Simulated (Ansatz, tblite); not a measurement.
# GeMeI3 (CH₃GeI₃): a ladder of methods and basis sets

The task here is to estimate one member of a computed series from the others.

Computed with Ansatz 0.2.0, Gaussian basis. Level: as each input shows.

The runs, in order: GFN1-xTB, GFN2-xTB, PBE-D4/def2-TZVP, r2SCAN-D4/def2-TZVP, ωB97X-V/def2-TZVP, r2SCANh-D4/def2-TZVP, HF/def2-TZVP, PBE-D4/def2-SVP, PBE0-D4/def2-SVP, CCSD(T)/def2-SVP, MP2/def2-TZVP, RPA/def2-TZVP.

4 further runs of the same task are left out: 1 that didn't finish, 3 set aside as unsound or not needed.

### The geometry

The geometry is that of the singlet, from an earlier relaxation (PBE-D4/def2-SVP).

8 atoms, charge 0, spin multiplicity 1.

Bond lengths: Ge1–C2 1.960 Å, Ge1–I6 2.544 Å, Ge1–I7 2.544 Å, Ge1–I8 2.544 Å, C2–H3 1.107 Å, C2–H4 1.107 Å, C2–H5 1.107 Å. Angles: C2–Ge1–I6 109.9°, C2–Ge1–I7 109.9°, C2–Ge1–I8 109.9°, I6–Ge1–I7 109.1°, I6–Ge1–I8 109.1°, I7–Ge1–I8 109.1°, Ge1–C2–H3 108.5°, Ge1–C2–H4 108.6°, Ge1–C2–H5 108.6°, H3–C2–H4 110.4°, H3–C2–H5 110.4°, H4–C2–H5 110.4°.

As a file:

```xyz
8
charge 0, multiplicity 1
Ge   -0.0021    0.0022   -0.7880
C     0.0033   -0.0033    1.1723
H    -1.0447    0.0167    1.5272
H     0.5468    0.8937    1.5253
H     0.5106   -0.9230    1.5205
I     2.3876   -0.0281   -1.6593
I    -1.1724    2.0925   -1.6433
I    -1.2291   -2.0507   -1.6547
```

I takes a core potential in the def2 sets. No spin-orbit coupling is included.

PBE0-D4/def2-TZVP was run before; its log isn't repeated, and its numbers join the tables.

The first run:

Tight binding, by tblite at 300 K electronic temperature and without a spin-polarisation term:

```python
tblite.interface.Calculator('GFN1-xTB', numbers, positions, charge=0, uhf=0).singlepoint()
```

Tight binding, by tblite at 300 K electronic temperature and without a spin-polarisation term:

```python
tblite.interface.Calculator('GFN2-xTB', numbers, positions, charge=0, uhf=0).singlepoint()
```

start.molden holds the orbitals of an earlier run on this state, given as this run's starting guess.

File in.yaml:

```yaml
crystal:
  periodic: [false, false, false]
  atoms:
    - {symbol: Ge, position_ang: [-0.002112, 0.002151, -0.787998]}
    - {symbol: C, position_ang: [0.003296, -0.003268, 1.172256]}
    - {symbol: H, position_ang: [-1.044652, 0.016650, 1.527222]}
    - {symbol: H, position_ang: [0.546767, 0.893714, 1.525324]}
    - {symbol: H, position_ang: [0.510613, -0.923030, 1.520482]}
    - {symbol: I, position_ang: [2.387643, -0.028066, -1.659255]}
    - {symbol: I, position_ang: [-1.172422, 2.092540, -1.643307]}
    - {symbol: I, position_ang: [-1.229132, -2.050690, -1.654714]}
basis:
  gaussian: {orbitals: def2-TZVP, initial_orbitals: start.molden}
hamiltonian: {xc: pbe, dispersion: d4}
scf: {omitted_lower_state_checks: [starts]}
output: {forces: true, orbitals: {seedname: orbitals}}
```

On the command line:

```
$ ansatz run in.yaml --threads 2 --pin off --events-out ev --progress --plain --max-ram 32768MiB --backend cpu
```

Steps of the session up to this table: PBE-D4/def2-TZVP; r2SCAN-D4/def2-TZVP; ωB97X-V/def2-TZVP; r2SCANh-D4/def2-TZVP; HF/def2-TZVP; PBE-D4/def2-SVP; PBE0-D4/def2-SVP; CCSD(T)/def2-SVP; MP2/def2-TZVP; RPA/def2-TZVP.

One of the session's tables, all rows but one given; the rest of the session is left out.

It belongs to the step «Binding energy». 

```
              method  binding an atom (eV)
         HF/def2-SVP                 2.156
        HF/def2-TZVP                 2.158
     PBE-D4/def2-SVP                     ?
    PBE-D4/def2-TZVP                 3.099
 r2SCAN-D4/def2-TZVP                 3.053
r2SCANh-D4/def2-TZVP                 3.035
    PBE0-D4/def2-SVP                 3.053
   PBE0-D4/def2-TZVP                 3.056
   ωB97X-V/def2-TZVP                 3.026
        MP2/def2-SVP                 2.875
       MP2/def2-TZVP                 3.029
       CCSD/def2-SVP                 2.769
    CCSD(T)/def2-SVP                 2.814
```

**Question.** Estimate the row for PBE-D4/def2-SVP.

As computed: binding an atom (eV): 3.100. In the column «binding an atom (eV)» it is the highest.

To keep in mind: Free atoms were run apart at each level; binding is atoms less cluster, divided by the number of atoms, without zero-point or spin-orbit terms.
